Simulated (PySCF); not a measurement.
**C7H11B: electronic excitations**

Wanted: the electronic excitations of C7H11B (`BC1(CC)C=CC=C1`), by calculation.

The runs use PySCF 2.14.0, with density-fitted response routines of our own; the level of theory stands in each step. All values are computed, except where a source is named. Atoms are numbered from 0 throughout.

### Step 1. Starting geometry

19 atoms, charge 0, multiplicity 1; geometry from: GFN2-xTB.

Bonds of the start (Å): B0–C1 1.59, C1–C2 1.55, C2–C3 1.52, C1–C4 1.50, C4–C5 1.34, C5–C6 1.45, C6–C7 1.34, C7–C1 1.50, B0–H8 1.17, B0–H9 1.17, C2–H10 1.09, C2–H11 1.09, C3–H12 1.09, C3–H13 1.09, C3–H14 1.09, C4–H15 1.07, C5–H16 1.08, C6–H17 1.08, C7–H18 1.07.

### Step 2. Ultraviolet spectrum: CAM-B3LYP/def2-SVPD

What the job is given:

```
{"job": {"kind": "uv", "xc": "CAM-B3LYP", "basis": "def2-SVPD", "nstates": 8, "ntriplets": 3}, "charge": 0, "multiplicity": 1}
B     -0.733013    -1.981371    -0.553561
C     -0.264555    -0.521567    -0.147058
C      1.286531    -0.620549    -0.157297
C      1.933868     0.708820     0.214180
C     -0.776899     0.544725    -1.064705
C     -1.540272     1.406524    -0.379641
C     -1.555359     1.022182     1.014844
C     -0.801164    -0.073121     1.176862
H     -0.878513    -2.796443     0.269994
H     -0.866321    -2.258215    -1.680201
H      1.600089    -1.389247     0.551879
H      1.619020    -0.922021    -1.152668
H      3.017656     0.611544     0.203908
H      1.645881     1.483321    -0.491913
H      1.620159     1.020782     1.206999
H     -0.558285     0.557884    -2.117148
H     -2.063936     2.260723    -0.773099
H     -2.091294     1.557392     1.779682
H     -0.603398    -0.602113     2.091481
```

Level: TDDFT CAM-B3LYP/def2-SVPD, vertical, gas phase, core orbitals frozen in the response.

On the command line:

```sh
OMP_NUM_THREADS=1 python probes_run.py task.json out
```

This one command runs all jobs of the session in turn.

What will the session give for the following? lowest singlet (CAM-B3LYP/def2-SVPD); brightest single state of those computed; lowest triplet. Wanted: lowest singlet; brightest single state of those computed; lowest triplet.

**Answer**, as computed:

| quantity | value |
| --- | --- |
| lowest singlet (CAM-B3LYP/def2-SVPD) | 3.99 eV (311 nm), f = 0.005 |
| brightest single state of those computed | state 6, 6.70 eV, f = 0.055 |
| lowest triplet | 3.04 eV |

In words: The first singlet state (HOMO→LUMO 0.98) lies at 3.99 eV and is weak; of the 8 states computed, the strongest absorption comes from states 2 to 3 together at 5.29 eV. The lowest triplet lies 0.95 eV below the lowest singlet (triplets in Tamm-Dancoff, singlets in full TDDFT).
